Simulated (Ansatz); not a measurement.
# Li2SbMo3: what a guessed cell relaxes into

The task: take a trial cell of Li2SbMo3 to zero force and stress.

Computed with Ansatz 0.2.0 (DFT PBE, scalar-relativistic, plane waves, PAW, unless a step's input says otherwise).

2 further runs of the same task are left out: 1 that didn't finish, 1 set aside as unsound or not needed.

## Step 1: The system as given

It takes space group P4/mmm (No. 123, tetragonal). Conventional cell: a = 4.278 Å, b = 4.278 Å, c = 5.708 Å, α = 90.00°, β = 90.00°, γ = 90.00°. Li (site symmetry 4mm) has 1 Sb at 1.87 Å and 1 Li at 1.97 Å as nearest neighbours. Sb (site symmetry 4/mmm) has 2 Li at 1.87 Å as nearest neighbours. Mo (site symmetry mmm) is surrounded by 4 Li at 2.35 Å. Mo (site symmetry 4/mmm) is surrounded by 4 Sb at 3.02 Å.

Structure file:

```cif
data_structure
_symmetry_space_group_name_H-M 'P4/mmm'
_symmetry_Int_Tables_number 123
_cell_length_a 4.2777
_cell_length_b 4.2777
_cell_length_c 5.7082
_cell_angle_alpha 90.000
_cell_angle_beta 90.000
_cell_angle_gamma 90.000
_cell_volume 104.46
loop_
_atom_site_label
_atom_site_type_symbol
_atom_site_symmetry_multiplicity
_atom_site_Wyckoff_symbol
_atom_site_fract_x
_atom_site_fract_y
_atom_site_fract_z
_atom_site_occupancy
Li1 Li 2 h 0.50000 0.50000 0.32741 1
Sb1 Sb 1 c 0.50000 0.50000 0.00000 1
Mo1 Mo 2 e 0.00000 0.50000 0.50000 1
Mo2 Mo 1 a 0.00000 0.00000 0.00000 1
```

The cell is invented: random cell by space group and Wyckoff sites (P4/mmm, No. 123). Its size is a rough estimate.

## Step 2: Probe: one point on a coarse mesh

Input file input.yaml:

```yaml
crystal:
  lattice:
    - [4.27774282, 0.0, 0.0]
    - [0.0, 4.27774282, 0.0]
    - [0.0, 0.0, 5.70822921]
  atoms:
    - { symbol: Li, position: [0.5, 0.5, 0.32741089] }
    - { symbol: Li, position: [0.5, 0.5, 0.67258911] }
    - { symbol: Sb, position: [0.5, 0.5, 0.0] }
    - { symbol: Mo, position: [0.0, 0.5, 0.5] }
    - { symbol: Mo, position: [0.5, 0.0, 0.5] }
    - { symbol: Mo, position: [0.0, 0.0, 0.0] }
basis:
  ecutwfc: 420
kpoints:
  mp_grid: { grid: [4, 4, 4] }
hamiltonian:
  xc: pbe
scf:
  occupations: { method: gaussian, width: 0.1 }
  lower_state_search: "off"
output:
  forces: true
  stress: true
  eigenvalues: true
```

On the command line:

```sh
$ ansatz run input.yaml --threads 1 --pin off --max-ram 2560MiB --backend cpu --events-out ev --progress --plain --runs-dir out
```

Further runs follow: rough relaxation on the coarse mesh; spin check on a coarse mesh; relaxation on the finer mesh.

What does the calculation give? Wanted: conventional cell; volume; energy over the elements; gap on the mesh; total moment.

**Answer**, as computed:

| quantity | value |
| --- | --- |
| symmetry at the end (tolerance 0.05 Å) | space group P4/mmm (No. 123) |
| conventional cell | a = 3.662 Å, b = 3.662 Å, c = 10.423 Å, α = 90.00°, β = 90.00°, γ = 90.00° |
| volume | 23.30 Å³/atom |
| energy over the elements | +0.97 eV/atom |
| gap on the mesh | none (metal) |
| total moment | 2.68 μB/cell |

The space group P4/mmm (No. 123) is kept, and the volume per atom grows by 33.8 % from the first guess. With a positive formation energy it can't be a ground state. No finished test with a distortion of lower symmetry is shown, so the end may be a saddle point. The runs treat Sb without spin-orbit coupling. Other magnetic orders were not searched.
